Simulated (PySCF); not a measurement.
# Au2F2 (Au2(F)2): the cost of one run

Program: PySCF 2.14.0. Level of theory: TPSS, Au def2-SVP with ECP60, F def2-SVP; scalar-relativistic core potentials, no spin–orbit coupling. These are calculated values, not measurements.

4 further runs of the same task are left out: 1 for a known fault of the program, 2 that didn't finish, 1 set aside as unsound or not needed.

## 1. The system as given

4 atoms, charge 0, spin multiplicity 1.

Bond lengths: Au1–F3 2.218 Å, Au1–F4 2.218 Å, Au2–F3 2.218 Å, Au2–F4 2.218 Å. Angles: F3–Au1–F4 92.7°, F3–Au2–F4 92.7°, Au1–F3–Au2 87.3°, Au1–F4–Au2 87.3°.

Geometry (Å):

```xyz
4

Au    0.0000    0.0000    1.5309
Au    0.0000    0.0000   -1.5309
F     1.6047    0.0000    0.0000
F    -1.6047    0.0000    0.0000
```

Formal oxidation states: Au +1. An earlier session relaxed this geometry at TPSS, Au def2-SVP with ECP60, F def2-SVP (singlet, point group D2h).

Its energy there is -470.868566 Eh.

## 2. Multiplicity 3 at the relaxed geometry

Input file run.py (the lines that set the calculation):

```python
mol = gto.M(atom='''
Au     0.00000     0.00000     1.53094
Au     0.00000     0.00000    -1.53094
F      1.60466     0.00000     0.00000
F     -1.60466     0.00000     0.00000''',
    basis={'Au': 'def2-SVP', 'F': 'def2-SVP'},
    ecp={'Au': 'def2-SVP'},
    charge=0, spin=2)
mf = dft.UKS(mol, xc='TPSS')
mf.grids.atom_grid = (50, 194)
mf = mf.density_fit()  # fitting sets: Au def2-universal-JKFIT, F def2-universal-JKFIT
mf.conv_tol = 1e-08; mf.max_cycle = 55
mf.kernel(dm0)  # dm0: free metal ions and neutral atoms
```

On the command line:

```sh
> OMP_NUM_THREADS=2 python run.py
```

**Question.** How long does this run take on 2 threads of Intel Xeon Platinum 8375C at 2.90GHz (Ice Lake), shared host?

About 4.1 s.
